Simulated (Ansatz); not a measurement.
Runs of Ansatz 0.2.0 on Ti3Se. The structure is hexagonal, space group P-6m2 (No. 187). Conventional cell: a = 3.197 Å, b = 3.197 Å, c = 7.943 Å, α = 90.00°, β = 90.00°, γ = 120.00°. Around Se (site symmetry -6m2) lie 6 Ti at 2.58 Å. Ti (site symmetry -6m2) is surrounded by 12 Ti at 2.85 to 3.20 Å. Around Ti (site symmetry 3m) lie 3 Se at 2.58 Å and 3 Ti at 2.85 Å. The cell comes from a database or a generator and needn't be the stable form of this composition.

```tsv
level	U	hubbard projectors	double counting	gap on the mesh (eV)	pressure (GPa)	largest force (eV/Å)
PBEsol+U	Ti d U = 5 eV	ortho-atomic (the default)	fll (the default)	none	2.8	0.19
PBEsol+U	Ti d U = 1 eV	ortho-atomic (the default)	fll (the default)	none	(c)	0.09
PBEsol	-	-	-	none	-4.5	(a)
PBEsol+U	Ti d U = 3 eV	ortho-atomic (the default)	fll (the default)	none	-0.9	(b)
PBEsol+U	Ti d U = 4 eV	ortho-atomic (the default)	fll (the default)	none	0.6	0.08
```

Alike in all rows: task band structure; potentials or basis Ansatz PAW; no spin polarisation; cell as given; k mesh 10 × 10 × 4; cutoff (eV) 420; smearing fermi-dirac 0.05 eV.

Q: Estimate the missing entries.

A: (a) 0.10; (b) 0.07; (c) -3.3.

Caveats: the PAW data sets come from PBE, with cores solved anew for the run's functional, which leaves a small shift of forces and pressure; U without spin polarisation on a metal has little footing (some runs).

A k mesh can miss the band edges, and the runs leave out spin-orbit coupling on Se.

A gap of «none» marks a metal or a gap under the smearing width.
